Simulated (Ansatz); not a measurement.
# CCSD/def2-SVP (core potential) run of TaF5 (tantalum pentafluoride)

Aim: the energy change on altering one bond length of TaF5 (tantalum pentafluoride) at CCSD/def2-SVP (core potential), from 2 runs. 

Program for the calculation: Ansatz 0.2.0.

2 further runs of the same task are left out: 2 that didn't finish.

### Step 1. The molecule

The species is TaF5 (6 atoms), meant as a singlet with charge 0. SMILES: `F[Ta](F)(F)(F)F`. The shape is that of a PBE0-D4/def2-TZVP optimisation.

Bond lengths: F1–Ta2 1.876 Å, Ta2–F3 1.846 Å, Ta2–F4 1.846 Å, Ta2–F5 1.876 Å, Ta2–F6 1.846 Å. Angles: F1–Ta2–F3 90.0°, F1–Ta2–F4 90.0°, F1–Ta2–F5 180.0°, F1–Ta2–F6 90.0°, F3–Ta2–F4 120.0°, F3–Ta2–F5 90.0°, F3–Ta2–F6 120.0°, F4–Ta2–F5 90.0°, F4–Ta2–F6 120.0°, F5–Ta2–F6 90.0°.

### Step 2. A single-point energy at CCSD/def2-SVP (core potential)

run.yaml reads:

```yaml
crystal:
  periodic: [false, false, false]
  atoms:
    - {symbol: F, position_ang: [-1.030170, -1.289830, 0.890600]}
    - {symbol: Ta, position_ang: [0.000080, -0.000050, 0.000020]}
    - {symbol: F, position_ang: [1.542230, -0.861760, 0.535750]}
    - {symbol: F, position_ang: [-0.806180, -0.458120, -1.596180]}
    - {symbol: F, position_ang: [1.030090, 1.290020, -0.890420]}
    - {symbol: F, position_ang: [-0.736030, 1.319740, 1.060250]}
basis:
  gaussian: {orbitals: def2-SVP}
correlation: {method: ccsd, frozen_orbitals: {F: 1, Ta: 0}}
scf: {omitted_lower_state_checks: [cluster_reference, increment]}
accuracy: high
```

Launch:

```bash
ansatz run run.yaml --threads 1 --pin off --max-ram 3480MiB --events-out events.jsonl --progress --plain --runs-dir runs
```

Standard output, shortened:

```text
Warning: RAYON_NUM_THREADS=1 ignored (pool sized by the plan → 1); use --threads N
Functional definition: HF
  name "HF"
[...]
2159 factors; integrals over basis functions are off by at most 1.5e-8 eV
[...]
mean field -15061.46031868 eV, -553.4984576869 hartree, gradient 2.5e-8 eV, S^2 0.000000; 0 other end points of the search recorded, 0 dependent functions left out
5 core orbitals not correlated: weight in the atoms' cores, before any rotation towards them, 1.000 or more for the frozen orbitals, at most 0.000 for the correlated occupied ones
reference -15061.46031868 eV, -553.4984576869 hartree; 24, 24 occupied and 73, 73 virtual orbitals, 2159 factors
second order -33.35800193 eV of doubles, -0.00000000 eV of singles
cycle   1  -31.76964331 eV  change     1.6e0 eV  update   2.1e-1
[...]
cycle  20  -32.93895548 eV  change  -5.4e-10 eV  update   5.7e-9
Total energy: -15094.39927415 eV, -554.7089419739 hartree
Checks for a lower state left out: cluster_reference, increment
```

It took 15 s on 1 thread of Intel Xeon 6975P-C (Granite Rapids), shared host; peak memory 0.72 GiB.

### Step 3. The distorted shape at the same level

molecule.yaml reads:

```yaml
crystal:
  periodic: [false, false, false]
  atoms:
    - {symbol: F, position_ang: [-0.385167, -0.923377, 2.167551]}
    - {symbol: Ta, position_ang: [0.645083, 0.366403, 1.276971]}
    - {symbol: F, position_ang: [2.187233, -0.495307, 1.812701]}
    - {symbol: F, position_ang: [-0.806180, -0.458120, -1.596180]}
    - {symbol: F, position_ang: [1.675093, 1.656473, 0.386531]}
    - {symbol: F, position_ang: [-0.091027, 1.686193, 2.337201]}
basis:
  gaussian:
    orbitals: def2-SVP
correlation:
  method: ccsd
  frozen_orbitals: {F: 1, Ta: 0}
accuracy: high
scf:
  omitted_lower_state_checks: [cluster_reference, increment]
```

Launch:

```bash
ansatz run molecule.yaml --threads 1 --pin off --max-ram 3480MiB --events-out events.jsonl --progress --plain --runs-dir runs
```

Standard output, shortened:

```text
Warning: RAYON_NUM_THREADS=1 ignored (pool sized by the plan → 1); use --threads N
[... 2 set-up lines as earlier in the session ...]
[...]
2092 factors; integrals over basis functions are off by at most 6.3e-9 eV
[...]
mean field -15054.57390454 eV, -553.2453866350 hartree, gradient 1.2e-8 eV, S^2 0.000000; 0 other end points of the search recorded, 0 dependent functions left out; unrestricted orbitals would lower it
5 core orbitals not correlated: weight in the atoms' cores, before any rotation towards them, 1.000 or more for the frozen orbitals, at most 0.000 for the correlated occupied ones
reference -15054.57390454 eV, -553.2453866350 hartree; 24, 24 occupied and 73, 73 virtual orbitals, 2092 factors
second order -34.09933056 eV of doubles, -0.00000000 eV of singles
cycle   1  -31.69736940 eV  change     2.4e0 eV  update   3.7e-1
[...]
cycle  37  -33.63160788 eV  change    3.9e-9 eV  update   4.7e-9
Total energy: -15088.20551242 eV, -554.4813254284 hartree
Checks for a lower state left out: cluster_reference, increment
```

Wall time 26 s (1 thread of Intel Xeon 6975P-C (Granite Rapids), shared host); peak memory 0.7 GiB.

### Step 4. What came out

At CCSD/def2-SVP (core potential), 5 core orbitals frozen:

| quantity | value |
| --- | --- |
| first shape: total energy | -554.70894 Eh |
| first shape: correlation energy (5 core orbitals frozen) | -1210.5 mEh |
| first shape: T1 diagnostic | 0.019 |
| distorted shape: total energy | -554.48133 Eh |
| distorted shape: correlation energy (5 core orbitals frozen) | -1235.9 mEh |
| distorted shape: T1 diagnostic | 0.045 |
| energy change with the Ta2–F4 bond stretched from 1.846 to 3.323 Å | 6.194 eV |

What this shows: One bond (distorted shape) is far stretched, which a spin-restricted single reference describes badly; a broken-symmetry solution may lie lower. With the Ta2–F4 bond stretched from 1.846 to 3.323 Å the energy rises by 6.19 eV (143 kcal/mol). The first shape isn't relaxed at this level, so the change isn't measured from a minimum. A restricted reference can't describe the breaking bond well at this length. The T1 diagnostic (distorted shape) of 0.045 is above the customary mark for such species, so a single reference may not serve. The restricted solution (distorted shape) is unstable to spin breaking: an unrestricted one lies lower.
